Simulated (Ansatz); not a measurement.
# InO5: the cost of one run

Method: DFT PBE, scalar-relativistic, plane waves, PAW, in Ansatz 0.2.0.

## Step 1: The structure to begin with

It takes space group P6/mmm (No. 191, hexagonal). The conventional cell has a = 4.668 Å, b = 4.668 Å, c = 3.892 Å, α = 90.00°, β = 90.00°, γ = 120.00°. In (site symmetry 6/mmm) has 18 O at 2.70 to 3.04 Å as nearest neighbours. Around O (site symmetry mmm) lie 8 O at 2.33 to 2.37 Å and 4 In at 3.04 Å. Around O (site symmetry -6m2) lie 9 O at 2.37 to 2.70 Å and 3 In at 2.70 Å.

As a file:

```xyz
6
Lattice="4.6684 0.0000 0.0000 -2.3342 4.0429 0.0000 0.0000 0.0000 3.8919" Properties=species:S:1:pos:R:3 pbc="T T T"
In    0.0000    0.0000    0.0000
O     2.3342    0.0000    1.9460
O     1.1671    2.0215    1.9460
O    -1.1671    2.0215    1.9460
O     0.0000    2.6953    0.0000
O     2.3342    1.3476    0.0000
```

A structure generator made this guess: species swapped into a database cell of YFe5 (P6/mmm, No. 191), with In on the Y sites and O on the Fe sites. Lengths come from tabulated atomic sizes and are only a guess.

## Step 2: Probe: one point on a coarse mesh

input.yaml

```yaml
crystal:
  lattice:
    - [4.66837122, 0.0, 0.0]
    - [-2.33418561, 4.04292807, 0.0]
    - [0.0, 0.0, 3.89190826]
  atoms:
    - { symbol: In, position: [0.0, 0.0, 0.0] }
    - { symbol: O, position: [0.5, 0.0, 0.5] }
    - { symbol: O, position: [0.5, 0.5, 0.5] }
    - { symbol: O, position: [0.0, 0.5, 0.5] }
    - { symbol: O, position: [0.33333333, 0.66666667, 0.0] }
    - { symbol: O, position: [0.66666667, 0.33333333, 0.0] }
basis:
  ecutwfc: 420
kpoints:
  mp_grid: { grid: [6, 6, 4] }
hamiltonian:
  xc: pbe
scf:
  occupations: { method: gaussian, width: 0.1 }
  lower_state_search: "off"
output:
  forces: true
  stress: true
  eigenvalues: true
```

Command:

```
$ ansatz run input.yaml --threads 1 --pin off --max-ram 2560MiB --backend cpu --events-out ev --progress --plain --runs-dir out
```

What time and memory should one allow on 1 thread of Arm Neoverse V2, shared host?

About 2.5 s, with a peak of 0.33 GiB.
